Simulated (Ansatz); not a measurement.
# AlGaHF+ (quartet): wave-function methods side by side, cc-pVDZ

One table from this session's results is given with a row withheld; the runs are named, their logs left out.

Program: Ansatz 0.2.0, Gaussian basis. Level of theory: cc-pVDZ, core rule «outside noble gas», up to 20 orbitals frozen. These are calculated values, not measurements.

Plan: UHF; CCSD(T) on ROHF; CCSD(T) on UHF; BCCD(T) on ROHF; CISD; CCSDT(Q) on ROHF; CCSDT(Q) on UHF.

27 further runs of the same task are left out: 17 that didn't finish, 10 set aside as unsound or not needed.

**What is computed**

The geometry is a PBE0/def2-TZVP stationary point (not a proven minimum) of the parent state, kept for this charge and spin. No spin-orbit coupling is included. The filled d shell of Ga may be among the frozen orbitals whatever the setting's name suggests; the logs give the count.

4 atoms, charge 1, spin multiplicity 4.

Atoms are counted from 1 here; the program's logs count them from 0.

Bond lengths: Al1–Ga2 2.489 Å, Ga2–F3 1.768 Å, Ga2–H4 1.568 Å. Angles: Al1–Ga2–F3 112.3°, Al1–Ga2–H4 130.1°, F3–Ga2–H4 117.6°.

Set-up of the first run:

in.yaml

```yaml
crystal:
  periodic: [false, false, false]
  atoms:
    - {symbol: Al, position_ang: [0.000000, -0.281835, 2.028359]}
    - {symbol: Ga, position_ang: [0.000000, 0.366101, -0.374949]}
    - {symbol: F, position_ang: [0.000000, -1.038096, -1.449566]}
    - {symbol: H, position_ang: [0.000000, 1.786664, -1.038005]}
basis:
  gaussian: {orbitals: cc-pVDZ}
total_charge: 1
magnetization: {spin_polarized: true, initial_magnetization: 3}
hamiltonian: {xc: hf}
output: {orbitals: {seedname: orbitals}}
```

Run with:

```bash
$ ansatz run in.yaml --threads 1 --pin off --events-out ev --progress --plain --max-ram 2393MiB
```

Steps of the session up to this table: UHF; CCSD(T) on ROHF; CCSD(T) on UHF; BCCD(T) on ROHF; CISD; CCSDT(Q) on ROHF; CCSDT(Q) on UHF.

One of the session's tables, all rows but one given; the rest of the session is left out.

It belongs to the step «Misses and costs». 

| method | from UCCSDT(Q) (kJ/mol) |
| --- | --- |
| ROHF | ? |
| UHF | +740.8 |
| RMP2 | +76.6 |
| UMP2 | +72.6 |
| RCCSD | +26.6 |
| UCCSD | +25.4 |
| RCCSD(T) | +7.6 |
| UCCSD(T) | +6.9 |
| BCCD(T) | +6.4 |
| RCCSDT | +3.2 |
| UCCSDT | +2.7 |
| RCCSDT(Q) | +1.7 |
| UCCSDT(Q) | 0 |

Q: Estimate the row for ROHF from the others.

As computed: from UCCSDT(Q) (kJ/mol): +751.5. In the column «from UCCSDT(Q) (kJ/mol)» it is the highest.

Not comparable, so not listed: CISD (they don't share determinant, frozen orbitals or solution with the rows shown, or repeat one).

Limits of these values: Restricted and unrestricted rows rest on different reference determinants; where their highest levels disagree by more than a few hundredths of an eV, they describe different states and don't form one ladder.
